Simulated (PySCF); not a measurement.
# IBr: changing the method

Aim: see what other levels and later steps give for IBr.

Program: PySCF 2.14.0. Level of theory: each script names its method and basis. These are calculated values, not measurements.

4 further runs of the same task are left out: 2 for a known fault of the program, 2 that didn't finish.

## 1. Where the work starts

IBr: 2 atoms, charge 0, spin multiplicity 1.

Bond lengths: I1–Br2 2.425 Å.

## 2. The run that the others are compared with

File input.py:

```python
from pyscf import gto, dft

mol = gto.M(
    atom='I 0 0 0; Br 0 0 2.425',
    basis='sbkjc',
    ecp={'I': 'sbkjc', 'Br': 'sbkjc'},
    charge=0,
    spin=0,
    verbose=4,
)
mf = dft.RKS(mol, xc='m06l')
mf.kernel()
mf.dip_moment()
print('orbital energies (hartree):', mf.mo_energy[..., max(0, mol.nelec[1]-3):mol.nelec[0]+3].round(4))
```

The run is started by

```bash
$ OMP_NUM_THREADS=1 python input.py
```

## 3. R2scan

Run 1 changes functional: m06l → r2scan.

Edit input.py of step 2 so:

```diff
@@ -10,3 +10,3 @@
 )
-mf = dft.RKS(mol, xc='m06l')
+mf = dft.RKS(mol, xc='r2scan')
 mf.kernel()
```

## 4. CASCI (RHF)

Run 2 changes step after the SCF: none → casci; SCF type: RKS → RHF; functional: m06l → none (Hartree–Fock); active space: none → 6 electrons in 4 orbitals.

Edit input.py of step 2 so:

```diff
@@ -1,2 +1,2 @@
-from pyscf import gto, dft
+from pyscf import gto, scf, mcscf
 
@@ -10,4 +10,7 @@
 )
-mf = dft.RKS(mol, xc='m06l')
+mf = scf.RHF(mol)
 mf.kernel()
+mc = mcscf.CASCI(mf, 4, 6)
+mc.kernel()
+mc.analyze()
 mf.dip_moment()
```

## 5. TDA

Run 3 changes step after the SCF: none → tda; number of roots: none → 5.

Edit input.py of step 2 so:

```diff
@@ -1,2 +1,2 @@
-from pyscf import gto, dft
+from pyscf import gto, dft, tdscf
 
@@ -12,2 +12,6 @@
 mf.kernel()
+td = tdscf.TDA(mf)
+td.nstates = 5
+td.kernel()
+td.analyze(verbose=3)
 mf.dip_moment()
```

## 6. Tpssh

Run 4 changes functional: m06l → tpssh.

Edit input.py of step 2 so:

```diff
@@ -10,3 +10,3 @@
 )
-mf = dft.RKS(mol, xc='m06l')
+mf = dft.RKS(mol, xc='tpssh')
 mf.kernel()
```

## 7. MP2 (RHF)

Run 5 changes step after the SCF: none → mp2; SCF type: RKS → RHF; functional: m06l → none (Hartree–Fock).

Edit input.py of step 2 so:

```diff
@@ -1,2 +1,2 @@
-from pyscf import gto, dft
+from pyscf import gto, scf, mp
 
@@ -10,4 +10,5 @@
 )
-mf = dft.RKS(mol, xc='m06l')
+mf = scf.RHF(mol)
 mf.kernel()
+mp.MP2(mf).kernel()
 mf.dip_moment()
```

**Question.** What will these runs give? Wanted: for each run, E(SCF); from base; gap; SCF dipole; after the SCF.

As calculated:

```tsv
run	E(SCF) (hartree)	from base (eV)	cycles	gap (eV)	SCF dipole (D)	after the SCF
base	-24.780075	0	8	2.61	0.91	n/a
r2scan	-24.810626	not comparable	7	2.34	0.79	n/a
CASCI (RHF)	-24.329276	not comparable	8	9.84	1.09	CASCI correlation -0.044 eV
TDA	-24.780075	0.0000	8	2.61	0.91	lowest root found 2.86 eV
tpssh	-24.803769	not comparable	7	3.02	0.81	n/a
MP2 (RHF)	-24.329276	not comparable	8	9.84	1.09	MP2 correlation -1.222 eV
```

**Reading.** The gap between the frontier levels is 2.3 eV with r2scan (0 % exact exchange) and 3.0 eV with tpssh (10 %). A lower total energy from another functional means nothing by itself.
